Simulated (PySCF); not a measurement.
# BeF2: a ladder of methods and rigid scans

How much do the numbers for BeF2 (singlet) hang on the method? All levels run at one geometry, the PBE0 minimum. Rigid scans about the minimum follow.

Computed with PySCF 2.14.0. Level: several methods, basis Be def2-TZVP, F def2-TZVP, no relativity, density fitting.

## Step 1: The system as given

3 atoms, charge 0, spin multiplicity 1.

Bond lengths: Be1–F2 1.378 Å, Be1–F3 1.378 Å. Angles: F2–Be1–F3 180.0°.

Coordinates in bohr (charge 0 multiplicity 1):
```
Be    0.0000    0.0000    0.0000
F     0.0000    0.0000    2.6046
F     0.0000    0.0000   -2.6046
```

## Step 2: PBE0

One driver script runs all steps and calls PySCF; scf.py shows the equivalent input of each level. Each SCF starts from the density of the minimum. The driver also runs the species with one electron less or more at the same geometry (one less: multiplicity 2); their logs are not shown.

scf.py

```python
from pyscf import gto, scf, dft
mol = gto.M(atom='''
Be    -0.000000    -0.000000    -0.000000
F      0.000000     0.000000     1.378278
F     -0.000000    -0.000000    -1.378278''',
    basis={'Be': 'def2-TZVP', 'F': 'def2-TZVP'},
    charge=0, spin=0)
mf = dft.RKS(mol, xc='PBE0')
mf.grids.atom_grid = (75, 302)
aux = {'Be': 'def2-universal-JKFIT', 'F': 'def2-universal-JKFIT'}
mf = mf.density_fit(auxbasis=aux)
mf.conv_tol = 1e-08
mf.diis_space = 10
mf.max_cycle = 60
mf.verbose = 4
mf.kernel()
```

Started as:

```
OMP_NUM_THREADS=2 python axn.py task.json out
```

Standard output:

```text
init E= -214.462653452117
  HOMO = -0.431529571609563  LUMO = -0.024957342389385  gap/eV = 11.06339
cycle= 1 E= -214.462653452117  delta_E= -3.41e-13  |g|= 5.25e-07  |ddm|= 3.28e-07
  HOMO = -0.431529420100409  LUMO = -0.0249573295170364  gap/eV = 11.06339
Extra cycle  E= -214.462653452117  delta_E= 9.66e-13  |g|= 7.97e-07  |ddm|= 4.99e-07
converged SCF energy = -214.462653452117
```

This level, with the species of one electron less or more, ran for 0.8 s (2 threads of Intel Xeon Gold 6455B (Sapphire Rapids), shared host).

```
energy                        : -214.462653 Eh
one electron less (charge +1) : -213.920016 Eh (doublet, ⟨S²⟩ 0.76)
Mulliken charge of Be1        : +0.58 e
```

## Step 3: HF

scf.py: that of step 2 with these lines changed.

```diff
@@ -8,2 +8 @@
-mf = dft.RKS(mol, xc='PBE0')
-mf.grids.atom_grid = (75, 302)
+mf = scf.RHF(mol)
```

Standard output:

```text
init E= -213.754846357115
  HOMO = -0.641860173854261  LUMO = 0.0366252052466436  gap/eV = 18.46253
cycle= 1 E= -213.767806228479  delta_E= -0.013  |g|= 0.0489  |ddm|= 0.218
  HOMO = -0.627923442233585  LUMO = 0.0364046098836113  gap/eV = 18.07729
cycle= 2 E= -213.768146301112  delta_E= -0.00034  |g|= 0.0168  |ddm|= 0.0381
  HOMO = -0.632092074130041  LUMO = 0.0364138201806057  gap/eV = 18.19097
cycle= 3 E= -213.768194467301  delta_E= -4.82e-05  |g|= 0.00725  |ddm|= 0.0095
  HOMO = -0.630572426785928  LUMO = 0.0364685244866578  gap/eV = 18.15111
cycle= 4 E= -213.768202624673  delta_E= -8.16e-06  |g|= 0.00071  |ddm|= 0.00525
  HOMO = -0.630627954793007  LUMO = 0.0364639907353776  gap/eV = 18.15250
cycle= 5 E= -213.768202880657  delta_E= -2.56e-07  |g|= 0.000134  |ddm|= 0.00147
  HOMO = -0.630630948768354  LUMO = 0.0364674530043985  gap/eV = 18.15267
cycle= 6 E= -213.76820288987  delta_E= -9.21e-09  |g|= 4e-05  |ddm|= 0.000166
  HOMO = -0.630633130048249  LUMO = 0.0364671882760419  gap/eV = 18.15272
Extra cycle  E= -213.768202890648  delta_E= -7.78e-10  |g|= 1.67e-05  |ddm|= 3.27e-05
converged SCF energy = -213.768202890648
```

This level, with the species of one electron less or more, took under 0.5 s.

```
energy                        : -213.768203 Eh
one electron less (charge +1) : -213.217979 Eh (doublet, ⟨S²⟩ 0.85)
Mulliken charge of Be1        : +0.79 e
```

## Step 4: PBE

scf.py: that of step 3 with these lines changed.

```diff
@@ -8 +8,2 @@
-mf = scf.RHF(mol)
+mf = dft.RKS(mol, xc='PBE')
+mf.grids.atom_grid = (75, 302)
```

Standard output:

```text
init E= -214.457443327011
  HOMO = -0.345542603543013  LUMO = -0.0480297689442679  gap/eV = 8.09574
cycle= 1 E= -214.458829676974  delta_E= -0.00139  |g|= 0.0772  |ddm|= 0.125
  HOMO = -0.371871622479141  LUMO = -0.051727385523769  gap/eV = 8.71157
cycle= 2 E= -214.455585268495  delta_E= 0.00324  |g|= 0.172  |ddm|= 0.109
  HOMO = -0.357047900857647  LUMO = -0.0503489117674221  gap/eV = 8.34570
cycle= 3 E= -214.459863256321  delta_E= -0.00428  |g|= 0.00948  |ddm|= 0.0637
  HOMO = -0.356287823714366  LUMO = -0.0504399221223295  gap/eV = 8.32255
cycle= 4 E= -214.459879278592  delta_E= -1.6e-05  |g|= 0.000859  |ddm|= 0.00666
  HOMO = -0.356141398122311  LUMO = -0.0503730223421144  gap/eV = 8.32038
cycle= 5 E= -214.459879391441  delta_E= -1.13e-07  |g|= 2.65e-05  |ddm|= 0.000689
  HOMO = -0.356135529923677  LUMO = -0.050369953872881  gap/eV = 8.32031
cycle= 6 E= -214.459879391533  delta_E= -9.13e-11  |g|= 4.52e-06  |ddm|= 3.62e-05
  HOMO = -0.356137040961145  LUMO = -0.0503705787622835  gap/eV = 8.32033
Extra cycle  E= -214.459879391529  delta_E= 3.81e-12  |g|= 6.85e-06  |ddm|= 5.95e-06
converged SCF energy = -214.459879391529
```

This level, with the species of one electron less or more, took 1.7 s.

| Property | Result |
| --- | --- |
| energy | -214.459879 Eh |
| one electron less (charge +1) | -213.936304 Eh (doublet, ⟨S²⟩ 0.75) |
| Mulliken charge of Be1 | +0.50 e |

## Step 5: CCSD(T)

scf.py: that of step 4 with these lines changed.

```diff
@@ -8,2 +8 @@
-mf = dft.RKS(mol, xc='PBE')
-mf.grids.atom_grid = (75, 302)
+mf = scf.RHF(mol)
@@ -16,0 +16,3 @@
+from pyscf import cc
+mycc = cc.CCSD(mf, frozen=2).run()
+mycc.ccsd_t()
```

The SCF cycles repeat those of step 3.

Standard output:

```text
CCSD nocc = 9, nmo = 79
Init t2, MP2 energy = -214.341479579688  E_corr(MP2) -0.573276689039634
RCCSD converged
E(RCCSD) = -214.3441497752164  E_corr = -0.57594688456792
RCCSD(T) correction = -0.0144144136984978
```

This level, with the species of one electron less or more, took 32 s.

```
energy                                                              : -214.358564 Eh
one electron less (charge +1)                                       : -213.790783 Eh (doublet, ⟨S²⟩ 0.85)
MP2 correlation in its own fitting basis (same spin, opposite spin) : -0.57418 Eh (-0.14527, -0.42892)
CCSD, (T)                                                           : -0.57595, -0.01441 Eh; T1 0.012, D1 0.031
```

## Step 6: r2SCAN

scf.py: that of step 5 with these lines changed.

```diff
@@ -8 +8,2 @@
-mf = scf.RHF(mol)
+mf = dft.RKS(mol, xc='R2SCAN')
+mf.grids.atom_grid = (90, 434)
@@ -16,3 +16,0 @@
-from pyscf import cc
-mycc = cc.CCSD(mf, frozen=2).run()
-mycc.ccsd_t()
```

Standard output:

```text
init E= -214.589423725143
  HOMO = -0.374342969476417  LUMO = -0.0277823622632667  gap/eV = 9.43039
cycle= 1 E= -214.589748834936  delta_E= -0.000325  |g|= 0.0131  |ddm|= 0.106
  HOMO = -0.371464961706685  LUMO = -0.0277977057857726  gap/eV = 9.35166
cycle= 2 E= -214.589703157394  delta_E= 4.57e-05  |g|= 0.0219  |ddm|= 0.012
  HOMO = -0.373789661444069  LUMO = -0.0280868945950132  gap/eV = 9.40705
cycle= 3 E= -214.589770514807  delta_E= -6.74e-05  |g|= 0.000933  |ddm|= 0.00853
  HOMO = -0.373718326140726  LUMO = -0.0281050320350076  gap/eV = 9.40462
cycle= 4 E= -214.589770653509  delta_E= -1.39e-07  |g|= 8.84e-05  |ddm|= 0.000621
  HOMO = -0.373707551041765  LUMO = -0.0280976503329597  gap/eV = 9.40452
cycle= 5 E= -214.589770654736  delta_E= -1.23e-09  |g|= 8.87e-06  |ddm|= 0.000103
  HOMO = -0.373709236449374  LUMO = -0.0280984013646091  gap/eV = 9.40455
Extra cycle  E= -214.589770654732  delta_E= 3.41e-12  |g|= 9.57e-06  |ddm|= 8.06e-06
converged SCF energy = -214.589770654732
```

This level, with the species of one electron less or more, ran for 4.6 s (2 threads of Intel Xeon Gold 6455B (Sapphire Rapids), shared host).

| Property | Result |
| --- | --- |
| energy | -214.589771 Eh |
| one electron less (charge +1) | -214.058929 Eh (doublet, ⟨S²⟩ 0.76) |
| Mulliken charge of Be1 | +0.62 e |

## Step 7: B3LYP

scf.py: that of step 6 with these lines changed.

```diff
@@ -8,2 +8,2 @@
-mf = dft.RKS(mol, xc='R2SCAN')
-mf.grids.atom_grid = (90, 434)
+mf = dft.RKS(mol, xc='B3LYP')
+mf.grids.atom_grid = (75, 302)
```

Standard output:

```text
init E= -214.692979887933
  HOMO = -0.419224375677876  LUMO = -0.0368107857452742  gap/eV = 10.40600
cycle= 1 E= -214.693873673721  delta_E= -0.000894  |g|= 0.0191  |ddm|= 0.0685
  HOMO = -0.418307073795853  LUMO = -0.0375682962984953  gap/eV = 10.36043
cycle= 2 E= -214.693824961877  delta_E= 4.87e-05  |g|= 0.0248  |ddm|= 0.0138
  HOMO = -0.42124608551381  LUMO = -0.0378089495525629  gap/eV = 10.43386
cycle= 3 E= -214.693905800583  delta_E= -8.08e-05  |g|= 0.00368  |ddm|= 0.0104
  HOMO = -0.42078028023458  LUMO = -0.0377747531539399  gap/eV = 10.42211
cycle= 4 E= -214.693907850925  delta_E= -2.05e-06  |g|= 7.91e-05  |ddm|= 0.00166
  HOMO = -0.420762384902878  LUMO = -0.0377654052180603  gap/eV = 10.42188
cycle= 5 E= -214.693907851868  delta_E= -9.43e-10  |g|= 1.51e-05  |ddm|= 9.57e-05
  HOMO = -0.420764694832977  LUMO = -0.0377670341647516  gap/eV = 10.42190
Extra cycle  E= -214.693907851898  delta_E= -2.98e-11  |g|= 6.98e-06  |ddm|= 2.1e-05
converged SCF energy = -214.693907851898
```

This level, with the species of one electron less or more, took 1.3 s.

```
energy                        : -214.693908 Eh
one electron less (charge +1) : -214.150159 Eh (doublet, ⟨S²⟩ 0.76)
Mulliken charge of Be1        : +0.57 e
```

## Step 8: TPSSh

scf.py: that of step 7 with these lines changed.

```diff
@@ -8,2 +8,2 @@
-mf = dft.RKS(mol, xc='B3LYP')
-mf.grids.atom_grid = (75, 302)
+mf = dft.RKS(mol, xc='TPSSH')
+mf.grids.atom_grid = (90, 434)
```

Standard output:

```text
init E= -214.672689128902
  HOMO = -0.388482469052561  LUMO = -0.0335753741954434  gap/eV = 9.65751
cycle= 1 E= -214.673052480017  delta_E= -0.000363  |g|= 0.00704  |ddm|= 0.0742
  HOMO = -0.390032420794734  LUMO = -0.0341217690032494  gap/eV = 9.68482
cycle= 2 E= -214.673055122559  delta_E= -2.64e-06  |g|= 0.00243  |ddm|= 0.00903
  HOMO = -0.389487180391457  LUMO = -0.0341276492953781  gap/eV = 9.66983
cycle= 3 E= -214.673054695645  delta_E= 4.27e-07  |g|= 0.0032  |ddm|= 0.00292
  HOMO = -0.389805174117276  LUMO = -0.0341545413302669  gap/eV = 9.67775
cycle= 4 E= -214.67305612337  delta_E= -1.43e-06  |g|= 0.000103  |ddm|= 0.00123
  HOMO = -0.389788556479208  LUMO = -0.0341447012251805  gap/eV = 9.67756
cycle= 5 E= -214.673056125095  delta_E= -1.73e-09  |g|= 2.06e-05  |ddm|= 0.000145
  HOMO = -0.389793712954552  LUMO = -0.0341457936764584  gap/eV = 9.67767
Extra cycle  E= -214.673056125036  delta_E= 5.88e-11  |g|= 2.9e-05  |ddm|= 2.22e-05
converged SCF energy = -214.673056125036
```

This level, with the species of one electron less or more, took 4.1 s.

| Property | Result |
| --- | --- |
| energy | -214.673056 Eh |
| one electron less (charge +1) | -214.143311 Eh (doublet, ⟨S²⟩ 0.76) |
| Mulliken charge of Be1 | +0.58 e |

## Step 9: B2PLYP

scf.py: that of step 8 with these lines changed.

```diff
@@ -8,2 +8,2 @@
-mf = dft.RKS(mol, xc='TPSSH')
-mf.grids.atom_grid = (90, 434)
+mf = dft.RKS(mol, xc='0.53*HF + 0.47*B88, 0.73*LYP')
+mf.grids.atom_grid = (75, 302)
```

Standard output:

```text
init E= -214.391064321275
  HOMO = -0.512839859605762  LUMO = -0.00326951454336211  gap/eV = 13.86612
cycle= 1 E= -214.392190565944  delta_E= -0.00113  |g|= 0.0397  |ddm|= 0.0882
  HOMO = -0.500862336601643  LUMO = -0.00318541108301673  gap/eV = 13.54248
cycle= 2 E= -214.392141125934  delta_E= 4.94e-05  |g|= 0.0446  |ddm|= 0.0371
  HOMO = -0.507083006882413  LUMO = -0.0034162097512791  gap/eV = 13.70547
cycle= 3 E= -214.392409240072  delta_E= -0.000268  |g|= 0.000965  |ddm|= 0.0167
  HOMO = -0.50690843569736  LUMO = -0.00332992679540922  gap/eV = 13.70307
cycle= 4 E= -214.392409462561  delta_E= -2.22e-07  |g|= 0.000267  |ddm|= 0.000861
  HOMO = -0.506914212751331  LUMO = -0.00333809155176112  gap/eV = 13.70300
cycle= 5 E= -214.392409474798  delta_E= -1.22e-08  |g|= 3.75e-05  |ddm|= 0.000326
  HOMO = -0.506910348724741  LUMO = -0.00333760910534409  gap/eV = 13.70291
cycle= 6 E= -214.39240947514  delta_E= -3.43e-10  |g|= 2.85e-06  |ddm|= 5.32e-05
  HOMO = -0.506910693790122  LUMO = -0.00333754894083427  gap/eV = 13.70292
Extra cycle  E= -214.392409475144  delta_E= -4.26e-12  |g|= 1.55e-06  |ddm|= 2.97e-06
converged SCF energy = -214.392409475144
```

This level, with the species of one electron less or more, took 1.4 s.

- energy: -214.574770 Eh
- one electron less (charge +1): -214.019626 Eh (doublet, ⟨S²⟩ 0.78)
- of which 0.27 × MP2-like term: -0.18236 Eh

## Step 10: wB97X

scf.py: that of step 9 with these lines changed.

```diff
@@ -8 +8 @@
-mf = dft.RKS(mol, xc='0.53*HF + 0.47*B88, 0.73*LYP')
+mf = dft.RKS(mol, xc='WB97X')
```

Standard output:

```text
init E= -214.636096078695
  HOMO = -0.5249241411241  LUMO = 0.0359272508441748  gap/eV = 15.26154
cycle= 1 E= -214.63676220454  delta_E= -0.000666  |g|= 0.0139  |ddm|= 0.0833
  HOMO = -0.52435921294835  LUMO = 0.0352751252169128  gap/eV = 15.22843
cycle= 2 E= -214.636770845233  delta_E= -8.64e-06  |g|= 0.013  |ddm|= 0.0119
  HOMO = -0.526522266926094  LUMO = 0.0351292482687811  gap/eV = 15.28332
cycle= 3 E= -214.636791721963  delta_E= -2.09e-05  |g|= 0.00155  |ddm|= 0.00515
  HOMO = -0.526456659740076  LUMO = 0.0350913712018013  gap/eV = 15.28050
cycle= 4 E= -214.636792143225  delta_E= -4.21e-07  |g|= 0.000121  |ddm|= 0.00113
  HOMO = -0.526481273523196  LUMO = 0.035081407989189  gap/eV = 15.28090
cycle= 5 E= -214.63679214866  delta_E= -5.44e-09  |g|= 2.53e-05  |ddm|= 0.000177
  HOMO = -0.526474771245177  LUMO = 0.0350828981534974  gap/eV = 15.28076
Extra cycle  E= -214.636792148827  delta_E= -1.66e-10  |g|= 1.32e-05  |ddm|= 2.8e-05
converged SCF energy = -214.636792148827
```

This level, with the species of one electron less or more, ran for 1.3 s (2 threads of Intel Xeon Gold 6455B (Sapphire Rapids), shared host).

| Quantity | Value |
| --- | --- |
| energy | -214.636792 Eh |
| one electron less (charge +1) | -214.079850 Eh (doublet, ⟨S²⟩ 0.76) |
| Mulliken charge of Be1 | +0.62 e |

## Step 11: The ladder

| level | atomisation energy (kJ/mol) | vertical ionisation energy (eV) | −ε(HOMO) (eV) | gap (eV) | wall time |
| --- | --- | --- | --- | --- | --- |
| PBE0 | 1247 | 14.77 | 11.74 | 11.06 | 0.8 s |
| HF | 977 | 14.97 | 17.16 | 18.15 | under 0.5 s |
| PBE | 1295 | 14.25 | 9.69 | 8.32 | 1.7 s |
| CCSD(T) | 1207 | 15.45 | – | – | 32 s |
| r2SCAN | 1277 | 14.44 | 10.17 | 9.40 | 4.6 s |
| B3LYP | 1264 | 14.80 | 11.45 | 10.42 | 1.3 s |
| TPSSh | 1238 | 14.42 | 10.61 | 9.68 | 4.1 s |
| B2PLYP | 1265 | 15.11 | – | – | 1.4 s |
| wB97X | 1262 | 15.16 | 14.33 | 15.28 | 1.3 s |

Times are for 2 threads of Intel Xeon Gold 6455B (Sapphire Rapids), shared host; PBE0 starts from its own converged density, so its time is not comparable. A dash stands where a species or a free atom was not run at that level, or the quantity is not defined.

Atomisation goes to high-spin atoms in their ground configurations, run at the same level, without zero-point energy.

## Step 12: Breathing scan

A rigid scan with PBE0: all bonds to the central atom are scaled together. Each point starts from its neighbour's orbitals, and energies count from the minimum.

| scale of all bonds to the centre | energy (kJ/mol) |
| --- | --- |
| 0.88 | 135.6 |
| 0.92 | 53.6 |
| 0.96 | 12.0 |
| 1.00 | 0.0 |
| 1.04 | 9.7 |
| 1.08 | 35.1 |
| 1.14 | 93.1 |
| 1.22 | 192.1 |
| 1.35 | 373.1 |

The scan took 4.7 s.

## Step 13: Stretching one bond

A rigid scan with PBE0: the bond from Be to the last atom (F) is scaled and the rest held.

| scale of one bond | energy (kJ/mol) | dipole size (D) |
| --- | --- | --- |
| 0.92 | 25.5 | 0.45 |
| 0.96 | 5.7 | 0.22 |
| 1.00 | 0.0 | 0.00 |
| 1.05 | 7.0 | 0.28 |
| 1.12 | 34.1 | 0.67 |
| 1.20 | 78.9 | 1.11 |
| 1.35 | 177.0 | 1.92 |
| 1.55 | 305.6 | 2.94 |
| 1.80 | 441.7 | 4.10 |
| 2.20 | 597.8 | 5.60 |

The scan took 5.2 s.

A restricted determinant lies too high at long bonds, where the pair should uncouple.

## Step 14: Bending curve

A rigid scan with PBE0: the F–Be–F angle changes, with bonds held.

| bond angle (°) | energy (kJ/mol) | dipole size (D) |
| --- | --- | --- |
| 80 | 455.6 | 5.57 |
| 90 | 297.3 | 5.13 |
| 100 | 201.6 | 4.65 |
| 110 | 138.5 | 4.16 |
| 120 | 94.4 | 3.63 |
| 130 | 62.3 | 3.07 |
| 140 | 38.3 | 2.48 |
| 150 | 20.8 | 1.88 |
| 160 | 9.0 | 1.26 |
| 170 | 2.2 | 0.63 |
| 180 | 0.0 | 0.00 |

The scan ran for 5.2 s (2 threads of Intel Xeon Gold 6455B (Sapphire Rapids), shared host).

## Step 15: Bend–stretch map

A rigid scan with PBE0: rows scale both bonds, columns set the F–Be–F angle.

Energy (kJ/mol):

| scale \ angle | 90 | 105 | 120 | 135 | 150 | 165 | 180 |
| --- | --- | --- | --- | --- | --- | --- | --- |
| 0.94 | 383.4 | 220.1 | 133.2 | 81.8 | 50.6 | 33.8 | 28.5 |
| 0.97 | 330.4 | 185.0 | 105.8 | 57.9 | 28.1 | 11.7 | 6.6 |
| 1.00 | 297.3 | 167.1 | 94.4 | 49.4 | 20.8 | 5.0 | 0.0 |
| 1.03 | 280.3 | 162.8 | 95.7 | 53.1 | 25.7 | 10.5 | 5.6 |
| 1.06 | 275.9 | 169.4 | 106.9 | 66.5 | 40.1 | 25.5 | 20.8 |
| 1.10 | 285.5 | 191.0 | 133.7 | 95.7 | 70.7 | 56.8 | 52.2 |

The map took 21 s.

Best bond scale on the grid: 1.06 at 90°, 1.03 at 105°, 1.00 at 120°, 1.00 at 135°, 1.00 at 150°, 1.00 at 165°, 1.00 at 180°.

## Step 16: Map over both bonds

A rigid scan with PBE0: rows scale the first bond (Be–F), columns the second (Be–F).

Energy (kJ/mol):

| scale \ scale | 0.94 | 0.97 | 1.00 | 1.04 | 1.09 | 1.15 |
| --- | --- | --- | --- | --- | --- | --- |
| 0.94 | 28.5 | 17.3 | 13.6 | 17.3 | 32.5 | 60.6 |
| 0.97 | 17.3 | 6.6 | 3.1 | 7.3 | 22.9 | 51.5 |
| 1.00 | 13.6 | 3.1 | 0.0 | 4.6 | 20.6 | 49.7 |
| 1.04 | 17.3 | 7.3 | 4.6 | 9.7 | 26.2 | 55.8 |
| 1.09 | 32.5 | 22.9 | 20.6 | 26.2 | 43.4 | 73.6 |
| 1.15 | 60.6 | 51.5 | 49.7 | 55.8 | 73.6 | 104.4 |

The map took 20 s.

## Step 17: Outcome

| quantity | value |
| --- | --- |
| atomisation energy, CCSD(T) in this basis | 1207 kJ/mol |
| vertical ionisation energy, CCSD(T) | 15.45 eV |
| orbital gap, range | 8.32 (PBE) to 18.15 (HF) eV |
| T1, D1 | 0.012, 0.031 |
| T1, D1 of the cation | 0.027, 0.120 |
| all bonds 4 % longer | 9.7 kJ/mol |
| one bond 20 % longer | 78.9 kJ/mol |

**Reading.** In atomisation energy the functionals lie from +31 kJ/mol (TPSSh) to +88 kJ/mol (PBE) against CCSD(T). In a basis of this size CCSD(T) binds too weakly, often by tens of kJ/mol, while functionals are nearer their limits, so this ranks no functional. HF lacks the correlation that pairing electrons in bonds brings, so it binds too weakly, by 231 kJ/mol even against this CCSD(T). Against CCSD(T), the vertical ionisation energy is best met by wB97X (-0.29 eV) and worst by PBE (-1.20 eV). CCSD(T) took 32 s, about 25 times as long as wB97X (1.3 s), which misses it by 0.29 eV. The PBE orbital energy is a poor guide to ionisation (9.7 eV, 5.8 eV too small); the difference of PBE energies gives 14.2 eV. The well is lopsided, 12.0 kJ/mol for 4 % shorter bonds against 9.7 for 4 % longer ones.
